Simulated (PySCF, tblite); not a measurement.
# C6H13O2PSi: geometry, infrared bands and NMR shifts

Aim: predict the infrared bands and NMR shifts of C6H13O2PSi (`CC(=O)CP(C[SiH3])C(C)=O`).

Programs: tblite 0.8.0 and PySCF 2.14.0, with density-fitted response routines of our own. Each step states its level of theory. These are calculated values for one molecule in the gas phase, unless marked as measured. Atoms count from 0, in the outputs and in this text.

**1. The molecule as given**

23 atoms, charge 0, multiplicity 1; geometry from: force field or distance geometry start.

Bonds of the start (Å): C0–C1 1.51, C1–O2 1.24, C1–C3 1.52, C3–P4 1.86, P4–C5 1.86, C5–Si6 1.85, P4–C7 1.84, C7–C8 1.50, C7–O9 1.23, C0–H10 1.08, C0–H11 1.10, C0–H12 1.09, C3–H13 1.10, C3–H14 1.10, C5–H15 1.10, C5–H16 1.09, Si6–H17 1.48, Si6–H18 1.49, Si6–H19 1.48, C8–H20 1.09, C8–H21 1.09, C8–H22 1.09.

**2. Optimising the geometry with GFN2-xTB**

Job settings and geometry (Å):

```
{"job": {"kind": "relax", "xc": "GFN2-xTB", "basis": "xTB"}, "charge": 0, "multiplicity": 1}
C      1.613400     0.752800     3.244300
C      1.528700     0.297000     1.803400
O      2.308800    -0.577000     1.392500
C      0.475300     0.967000     0.937600
P      0.287000     0.389600    -0.816900
C     -1.382000     1.123600    -1.176300
Si    -1.952500     0.634500    -2.870500
C     -0.165900    -1.351700    -0.444400
C      0.634300    -2.473400    -1.045700
O     -1.152100    -1.505200     0.278200
H      2.397500     0.215900     3.766300
H      0.650400     0.548400     3.745500
H      1.819200     1.827100     3.283600
H     -0.479700     0.835400     1.457400
H      0.701700     2.039200     0.919300
H     -1.296200     2.216100    -1.108000
H     -2.106300     0.825200    -0.413700
H     -1.049400     1.169300    -3.913500
H     -2.001100    -0.844200    -3.011500
H     -3.307000     1.177200    -3.114800
H      0.464400    -2.497500    -2.123000
H      1.690800    -2.328900    -0.829900
H      0.316000    -3.413300    -0.598200
```

Launch:

```console
$ OMP_NUM_THREADS=1 python probes_run.py task.json out
```

One launch serves the whole session: the jobs run in the order shown.

What it wrote:

```text
step      E/eV     max force
  0    -865.70764    2.631
  1    -865.79891    3.264
  2    -865.90391    0.531
  3    -865.91939    0.345
  4    -865.93578    0.331
  5    -865.94403    0.378
  6    -865.95670    0.344
  7    -865.98195    0.286
  8    -865.99183    0.265
  9    -866.00641    0.225
 10    -866.01352    0.179
 11    -866.01914    0.158
 12    -866.02329    0.146
 13    -866.02768    0.163
 14    -866.03085    0.125
 15    -866.03301    0.111
 16    -866.03484    0.105
 17    -866.03718    0.117
 18    -866.03998    0.136
 19    -866.04257    0.116
 20    -866.04453    0.106
 21    -866.04628    0.104
 22    -866.04825    0.130
 23    -866.05043    0.128
 24    -866.05247    0.101
 25    -866.05425    0.080
 26    -866.05607    0.117
 27    -866.05826    0.129
 28    -866.06065    0.112
 29    -866.06283    0.101
 30    -866.06474    0.097
 31    -866.06651    0.110
 32    -866.06819    0.098
 33    -866.06968    0.091
 34    -866.07085    0.080
 35    -866.07178    0.075
 36    -866.07260    0.081
 37    -866.07334    0.075
 38    -866.07398    0.066
 39    -866.07450    0.062
 40    -866.07495    0.060
 41    -866.07540    0.063
 42    -866.07591    0.059
 43    -866.07648    0.059
 44    -866.07711    0.057
 45    -866.07778    0.078
 46    -866.07847    0.085
 47    -866.07917    0.070
 48    -866.07983    0.071
 49    -866.08042    0.061
 50    -866.08100    0.064
 51    -866.08163    0.067
 52    -866.08233    0.076
 53    -866.08306    0.068
 54    -866.08372    0.050
 55    -866.08423    0.053
 56    -866.08460    0.046
 57    -866.08491    0.044
 58    -866.08524    0.037
 59    -866.08566    0.063
 60    -866.08615    0.077
 61    -866.08660    0.054
 62    -866.08691    0.042
 63    -866.08713    0.038
 64    -866.08737    0.053
 65    -866.08768    0.055
 66    -866.08797    0.039
 67    -866.08819    0.028
 68    -866.08833    0.035
 69    -866.08845    0.037
 70    -866.08858    0.028
 71    -866.08867    0.024
 72    -866.08873    0.018
 73    -866.08877    0.017
 74    -866.08881    0.015
 75    -866.08887    0.023
 76    -866.08894    0.027
 77    -866.08906    0.038
 78    -866.08920    0.050
 79    -866.08937    0.050
 80    -866.08954    0.034
 81    -866.08970    0.034
 82    -866.08987    0.033
 83    -866.09006    0.043
 84    -866.09027    0.042
 85    -866.09048    0.039
 86    -866.09069    0.034
 87    -866.09088    0.034
 88    -866.09108    0.041
 89    -866.09128    0.035
 90    -866.09144    0.036
 91    -866.09157    0.024
 92    -866.09170    0.030
 93    -866.09188    0.034
 94    -866.09213    0.059
 95    -866.09245    0.070
 96    -866.09282    0.057
 97    -866.09311    0.037
 98    -866.09330    0.025
 99    -866.09344    0.031
100    -866.09358    0.030
101    -866.09371    0.027
102    -866.09383    0.028
103    -866.09393    0.023
104    -866.09403    0.021
105    -866.09412    0.020
106    -866.09421    0.022
107    -866.09426    0.017
108    -866.09429    0.014
109    -866.09432    0.013
110    -866.09435    0.014
111    -866.09439    0.013
112    -866.09441    0.015
113    -866.09442    0.013
114    -866.09442    0.007
```

Wall time 4.3 s (1 thread of Intel Xeon at 2.50GHz, shared host).

The steps of the relaxation: (not every step is listed)

```
step  energy from step 0 (eV)  largest force (eV/Å)
   0                   0.0000                2.6313
   1                  -0.0913                3.2640
   2                  -0.1963                0.5312
   3                  -0.2118                0.3450
   4                  -0.2281                0.3307
   5                  -0.2364                0.3775
   6                  -0.2491                0.3435
   7                  -0.2743                0.2865
   8                  -0.2842                0.2652
  18                  -0.3323                0.1359
  28                  -0.3530                0.1119
  38                  -0.3663                0.0664
  48                  -0.3722                0.0705
  58                  -0.3776                0.0373
  68                  -0.3807                0.0346
  78                  -0.3816                0.0504
  88                  -0.3834                0.0412
  98                  -0.3857                0.0252
 108                  -0.3867                0.0141
 109                  -0.3867                0.0132
 110                  -0.3867                0.0142
 111                  -0.3868                0.0129
 112                  -0.3868                0.0153
 113                  -0.3868                0.0126
 114                  -0.3868                0.0071
```

Distances of close pairs at the start and the end, largest changes first:

```
   bond  before (Å)  after (Å)  change (Å)
 C5–Si6       1.853      1.903      +0.049
  P4–C7       1.837      1.885      +0.048
  C1–O2       1.241      1.208      -0.033
  C7–O9       1.232      1.203      -0.029
Si6–H18       1.486      1.465      -0.022
  C1–C3       1.519      1.502      -0.017
 C0–H11       1.105      1.088      -0.016
Si6–H17       1.480      1.463      -0.016
```

The end geometry stands in the next job.

**3. Infrared spectrum with GFN2-xTB**

Job settings and geometry (Å):

```
{"job": {"kind": "ir", "xc": "GFN2-xTB", "basis": "xTB"}, "charge": 0, "multiplicity": 1}
C      1.743293     0.737092     3.197046
C      1.433034     0.345132     1.780835
O      2.048901    -0.498960     1.173821
C      0.279788     1.041991     1.116163
P      0.363277     0.485202    -0.666205
C     -1.317343     1.084378    -1.183779
Si    -1.808188     0.429443    -2.901504
C     -0.187903    -1.279413    -0.298300
C      0.472918    -2.309527    -1.150012
O     -0.994393    -1.501002     0.566839
H      2.608120     0.188595     3.560443
H      0.883570     0.517985     3.827397
H      1.937051     1.806124     3.251791
H     -0.662294     0.708550     1.564951
H      0.346338     2.128505     1.207323
H     -1.270252     2.175257    -1.200402
H     -2.050779     0.787406    -0.431254
H     -0.715096     0.681653    -3.841314
H     -2.076750    -1.008391    -2.828014
H     -3.020060     1.135704    -3.322964
H      0.452724    -1.989115    -2.190820
H      1.516570    -2.351403    -0.837443
H      0.012722    -3.288220    -1.032827
```

What it wrote:

```text
mode    cm-1     km/mol
  1      11.1      2.81
  2      46.2      0.43
  3      53.7      4.64
  4      64.2      2.91
  5      81.1      2.85
  6      83.9      2.06
  7     119.5      0.42
  8     149.3      0.16
  9     160.6      1.02
 10     188.6      3.32
 11     205.1     16.90
 12     214.4     14.96
 13     290.9      0.33
 14     367.0      7.30
 15     430.0      2.75
 16     463.5      9.00
 17     482.7      2.10
 18     502.3     17.76
 19     524.8     22.94
 20     562.1     19.45
 21     622.1     28.50
 22     694.1     63.71
 23     721.9     11.20
 24     754.0     23.21
 25     766.8     27.82
 26     776.7    173.17
 27     786.9    192.20
 28     790.5    363.15
 29     798.4    132.91
 30     877.7      4.65
 31     927.4     23.82
 32     954.4     20.19
 33     978.2      8.03
 34     983.5     23.47
 35    1031.1      2.31
 36    1079.4      8.36
 37    1115.0    115.61
 38    1116.8     19.87
 39    1135.1     66.62
 40    1236.9    163.90
 41    1351.5     49.75
 42    1366.5     41.08
 43    1371.3     19.01
 44    1415.2      5.66
 45    1433.7     10.57
 46    1436.0     13.47
 47    1447.1     12.54
 48    1455.2     11.12
 49    1743.3    203.87
 50    1757.7    274.98
 51    2258.0    381.99
 52    2259.3    196.44
 53    2268.6    273.38
 54    2913.1      0.44
 55    2944.9     12.93
 56    2953.5      7.83
 57    2958.4     22.03
 58    3004.0      2.88
 59    3012.3      4.77
 60    3025.1      6.30
 61    3033.1      4.28
 62    3034.8     23.02
 63    3056.7     10.94
```

Wall time 5 s (1 thread of Intel Xeon at 2.50GHz, shared host).

Which atoms move in the most intense modes:

```
cm⁻¹  km/mol                                  atoms
 777   173.2                     H17 34 %, H19 23 %
 787   192.2  H18 36 %, H17 17 %, H19 14 %, C5 11 %
 790   363.1                      C5 35 %, Si6 24 %
1743   203.9                       C1 61 %, O2 37 %
1758   275.0                       C7 60 %, O9 37 %
2258   382.0                     H18 68 %, H19 27 %
2259   196.4                     H19 68 %, H18 29 %
2269   273.4                               H17 95 %
```

**4. Nuclear shieldings: PBE0/pcSseg-1**

Settings changed since step 3:

```diff
@@ -1,2 +1,2 @@
-{"job": {"kind": "ir", "xc": "GFN2-xTB", "basis": "xTB"}, "charge": 0, "multiplicity": 1}
+{"job": {"kind": "nmr", "xc": "PBE0", "basis": "pcSseg-1"}, "charge": 0, "multiplicity": 1}
 C      1.743293     0.737092     3.197046
```

With the program's defaults for keys left out, this is: GIAO PBE0/pcSseg-1 NMR shielding, non-relativistic, gas phase.

What it wrote:

```text
coarse grid: 20000 points
cycle   1  E = -1016.6744187349  dE =  1.211e+00  |g| = 1.058e+00  |ddm| = 4.387e+00
cycle   2  E = -1016.0099487182  dE =  6.645e-01  |g| = 2.135e+00  |ddm| = 2.999e+00
cycle   3  E = -1016.8877217759  dE = -8.778e-01  |g| = 2.167e-01  |ddm| = 2.358e+00
cycle   4  E = -1016.8978064812  dE = -1.008e-02  |g| = 8.131e-02  |ddm| = 2.454e-01
cycle   5  E = -1016.8990744268  dE = -1.268e-03  |g| = 3.475e-02  |ddm| = 8.718e-02
cycle   6  E = -1016.8992896451  dE = -2.152e-04  |g| = 1.020e-02  |ddm| = 3.187e-02
cycle   7  E = -1016.8993081417  dE = -1.850e-05  |g| = 3.737e-03  |ddm| = 1.276e-02
cycle   8  E = -1016.8993114299  dE = -3.288e-06  |g| = 7.327e-04  |ddm| = 4.840e-03
final grid: 183352 points
cycle   9  E = -1016.9812537205  dE = -2.558e-05  |g| = 1.582e-02  |ddm| = 4.301e-02
cycle  10  E = -1016.9811319410  dE =  1.218e-04  |g| = 2.996e-02  |ddm| = 3.306e-02
cycle  11  E = -1016.9813022888  dE = -1.703e-04  |g| = 2.712e-03  |ddm| = 2.306e-02
cycle  12  E = -1016.9813038715  dE = -1.583e-06  |g| = 2.298e-04  |ddm| = 2.599e-03
cycle  13  E = -1016.9813038785  dE = -7.025e-09  |g| = 1.765e-04  |ddm| = 5.403e-04
cycle  14  E = -1016.9813038851  dE = -6.565e-09  |g| = 6.648e-05  |ddm| = 2.333e-04
cycle  15  E = -1016.9813038858  dE = -7.217e-10  |g| = 1.899e-05  |ddm| = 6.179e-05
converged SCF energy = -1016.9813038858

GIAO shielding tensors (ppm)
atom      isotropic    diamagn.    paramagn.     s11        s22        s33       span
  0 C      155.040     250.979     -95.939    132.166    138.890    194.062     61.896
  1 C      -28.196     252.868    -281.064   -107.019    -82.058    104.490    211.509
  2 O     -342.723     408.247    -750.970   -906.608   -411.381    289.820   1196.428
  3 C      131.991     264.673    -132.682     99.474    111.963    184.536     85.062
  4 P      370.522     970.701    -600.179    313.031    389.868    408.667     95.636
  5 C      181.114     260.065     -78.950    165.885    183.521    193.937     28.052
  6 Si     425.228     879.960    -454.732    398.144    411.435    466.104     67.960
  7 C      -47.233     257.887    -305.120   -131.386   -109.797     99.484    230.870
  8 C      146.282     254.940    -108.658    118.443    132.513    187.890     69.447
  9 O     -349.871     405.495    -755.365   -977.767   -436.291    364.446   1342.213
 10 H       29.630      27.267       2.363     25.831     27.735     35.324      9.493
 11 H       29.429      29.031       0.399     26.139     29.196     32.953      6.814
 12 H       29.480      28.314       1.165     26.228     29.107     33.105      6.877
 13 H       28.262      36.838      -8.575     25.218     28.991     30.577      5.359
 14 H       28.895      35.758      -6.863     25.582     28.526     32.577      6.995
 15 H       31.314      33.423      -2.109     25.673     29.739     38.531     12.858
 16 H       30.876      35.143      -4.267     25.650     30.456     36.523     10.872
 17 H       27.776      29.321      -1.546     24.574     26.246     32.507      7.933
 18 H       28.109      29.428      -1.318     24.234     27.839     32.255      8.021
 19 H       27.672      28.230      -0.558     23.756     25.170     34.089     10.333
 20 H       28.996      31.992      -2.996     26.076     30.211     30.701      4.625
 21 H       28.231      31.111      -2.880     24.754     27.849     32.091      7.337
 22 H       29.447      29.677      -0.230     26.158     27.002     35.182      9.024
```

Wall time 3.9 min (1 thread of Intel Xeon at 2.50GHz, shared host); peak memory 1.2 GiB.

The references, computed at this level on geometries of the same kind, shield at (ppm): ¹H TMS 31.72, ¹³C TMS 186.9, ²⁹Si TMS 349.2, ¹⁷O H2O 336.1, ³¹P H3PO4 318.4. Their shielding less the atom's gives the shift. The references are single molecules in the gas phase, so shifts against H2O, NH3, PH3, H3PO4 or CFCl3 are not on the usual liquid scales and can be off by tens of ppm. Atoms listed in one row are averaged.

```
        atoms                                          environment  σ (ppm)  δ (ppm)  δ scaled to CDCl3
           C7                                      carbonyl carbon    -47.2    234.2              226.6
           C1                               ketone carbonyl carbon    -28.2    215.1              208.0
           C3                 sp3 CH2 bonded to P, α to a carbonyl    132.0     54.9               51.7
           C8                        methyl carbon α to a carbonyl    146.3     40.6               37.8
           C0                        methyl carbon α to a carbonyl    155.0     31.9               29.2
           C5                           sp3 CH2 bonded to P and Si    181.1      5.8                3.8
H17, H18, H19                    hydrogen on a silicon bonded to C    27.85     3.86                  –
     H13, H14  hydrogen on an sp3 CH2 bonded to P, α to a carbonyl    28.58     3.14               3.06
H20, H21, H22          hydrogen on a methyl carbon α to a carbonyl    28.89     2.83               2.77
H10, H11, H12          hydrogen on a methyl carbon α to a carbonyl    29.51     2.20               2.18
     H15, H16            hydrogen on an sp3 CH2 bonded to P and Si    31.10     0.62               0.69
           O9                                      carbonyl oxygen   -349.9    685.9                  –
           O2                                        ketone oxygen   -342.7    678.8                  –
           P4                             phosphorus bonded to 3 C    370.5    -52.1                  –
          Si6                             silicon bonded to C, 3 H    425.2    -76.1                  –
```

The scaled column applies a straight-line fit of computed shieldings to shifts measured in CDCl3 (root-mean-square error 0.16 ppm for H, 1.9 ppm for C).

The run also stored atomic charges by several schemes (e):

```
atoms  Mulliken    IAO  Hirshfeld  ESP fit
   C0     -0.23  -0.47      -0.12    -0.66
   C1      0.17   0.41       0.18     0.74
   O2     -0.37  -0.42      -0.21    -0.53
   C3     -0.45  -0.49      -0.13    -0.04
   P4      0.34   0.43       0.12    -0.37
   C5     -0.72  -0.72      -0.21    -0.28
  Si6      0.50   0.60       0.30     0.36
   C7      0.00   0.24       0.13     0.77
   C8     -0.23  -0.47      -0.13    -0.79
   O9     -0.34  -0.40      -0.21    -0.47
```

Mayer bond orders: C0–C1 1.03, C1–O2 1.96, C1–C3 0.95, C3–P4 0.94, P4–C5 0.94, C5–Si6 0.89, P4–C7 0.83, C7–C8 1.01, C7–O9 1.96.

The fields below are evaluated on a grid from the run's orbitals.

Frontier orbitals at PBE0/pcSseg-1, with the share of their density that lies nearest to each atom:

```
orbital  energy (eV)                   lies on
   HOMO        -6.53  P4 46 %; O9 27 %; C7 9 %
   LUMO        -0.87  C7 37 %; O9 23 %; C1 7 %
```

ELF in a plane through or near 9 of the atoms.

Values, 10 rows by 14 columns:
```
0.00 0.00 0.00 0.00 0.00 0.00 0.00 0.00 0.00 0.00 0.00 0.00 0.00 0.00
0.00 0.00 0.00 0.00 0.00 0.00 0.00 0.00 0.00 0.00 0.00 0.00 0.00 0.00
0.00 0.00 0.12 0.32 0.00 0.79 0.69 0.00 0.08 0.01 0.00 0.00 0.00 0.00
0.00 0.02 0.94 0.98 0.31 0.90 0.77 0.06 0.99 0.83 0.22 0.92 0.02 0.00
0.00 0.00 0.18 0.09 0.50 0.75 0.85 0.84 0.19 0.44 0.71 0.95 0.07 0.00
0.00 0.00 0.07 0.65 0.45 0.06 0.65 0.47 0.18 0.37 0.72 0.99 0.71 0.00
0.00 0.00 0.01 0.12 0.02 0.57 0.51 0.10 0.76 0.80 0.03 0.95 0.31 0.00
0.00 0.00 0.00 0.00 0.50 0.87 0.77 0.87 0.01 0.20 0.01 0.00 0.00 0.00
0.00 0.00 0.00 0.00 0.00 0.07 0.14 0.23 0.00 0.00 0.00 0.00 0.00 0.00
0.00 0.00 0.00 0.00 0.00 0.00 0.00 0.00 0.00 0.00 0.00 0.00 0.00 0.00
```
The map spans 14.0 Å across and 11.4 Å up, centred on the molecule. Atoms in the plane (x, y in Å): C0 (3.7, 0.2), C1 (2.3, -0.1), C3 (1.3, 0.9), Si6 (-3.3, 0.9), C8 (-1.1, -2.4), H10 (4.4, -0.6), H12 (4.0, 1.1), H14 (1.5, 1.9), H15 (-1.3, 2.4).

log10 of the density (e/Å³) in the same plane.

Values, 10 rows by 14 columns:
```
-4.0 -4.0 -4.0 -4.0 -4.0 -4.0 -4.0 -4.0 -4.0 -4.0 -4.0 -4.0 -4.0 -4.0
-4.0 -4.0 -4.0 -3.9 -4.0 -3.7 -3.8 -4.0 -4.0 -4.0 -4.0 -4.0 -4.0 -4.0
-4.0 -3.5 -2.5 -2.1 -2.4 -1.5 -1.7 -2.7 -2.4 -2.8 -3.6 -3.8 -4.0 -4.0
-4.0 -2.7 -1.2 -0.4 -0.8  0.0 -0.4 -1.3  0.0 -1.0 -1.6 -1.4 -2.7 -4.0
-4.0 -2.9 -1.5 -0.2  0.8 -0.1  0.0 -0.1  0.7 -0.4 -0.1 -0.1 -1.9 -3.5
-4.0 -3.3 -2.0 -0.8 -0.8 -1.2 -0.1 -0.3 -0.5  1.5  0.0  0.2 -1.4 -3.3
-4.0 -4.0 -2.8 -2.1 -1.7 -0.6 -0.3 -1.0 -0.3  0.1 -1.3 -1.2 -2.1 -3.8
-4.0 -4.0 -4.0 -3.2 -1.6  0.0  0.3 -0.7 -1.9 -1.7 -2.7 -3.5 -4.0 -4.0
-4.0 -4.0 -4.0 -4.0 -2.9 -1.8 -1.5 -2.0 -3.4 -4.0 -4.0 -4.0 -4.0 -4.0
-4.0 -4.0 -4.0 -4.0 -4.0 -3.5 -3.4 -3.9 -4.0 -4.0 -4.0 -4.0 -4.0 -4.0
```
The map spans 14.0 Å across and 11.4 Å up, centred on the molecule. Atoms in the plane (x, y in Å): C0 (3.7, 0.2), C1 (2.3, -0.1), C3 (1.3, 0.9), Si6 (-3.3, 0.9), C8 (-1.1, -2.4), H10 (4.4, -0.6), H12 (4.0, 1.1), H14 (1.5, 1.9), H15 (-1.3, 2.4).

On the surface of density 0.002 e/bohr³ the electrostatic potential runs, from the 1st to the 99th percentile, from -1.45 V near O9 to 1.17 V near H12.

**5. Results**

| quantity | value |
| --- | --- |
| strongest single infrared mode (GFN2-xTB) | 2258 cm⁻¹, 382 km/mol |
| zero-point energy (GFN2-xTB) | 106.7 kcal/mol |
| ¹³C shifts against TMS (PBE0/pcSseg-1) | 234.2, 215.1, 54.9, 40.6, 31.9, 5.8 ppm |
| ¹H shifts against TMS (PBE0/pcSseg-1, means over atoms taken as alike) | 3.86, 3.14, 2.83, 2.20, 0.62 ppm |
| ¹⁷O shifts against H2O (PBE0/pcSseg-1) | 685.9, 678.8 ppm |
| ³¹P shifts against H3PO4 (PBE0/pcSseg-1) | -52.1 ppm |
| ²⁹Si shifts against TMS (PBE0/pcSseg-1) | -76.1 ppm |
| surface potential, 1st and 99th percentile | -1.45 V and 1.17 V |

**Reading.** The optimisation took 114 steps and gained 0.387 eV; among the close pairs (by a distance rule), C5–Si6 changed most, from 1.853 to 1.903 Å. No mode is imaginary among the 63: a minimum at this level. Unscaled tight-binding wavenumbers are off by several per cent, some by more. Its intensities can rank the bands wrongly. At PBE0/pcSseg-1: The largest span, 1342 ppm, is at O9, where the paramagnetic term is -755 ppm. By nearest atom (PBE0/pcSseg-1), the HOMO sits on P4 46 %; O9 27 % and the LUMO on C7 37 %; O9 23 %.
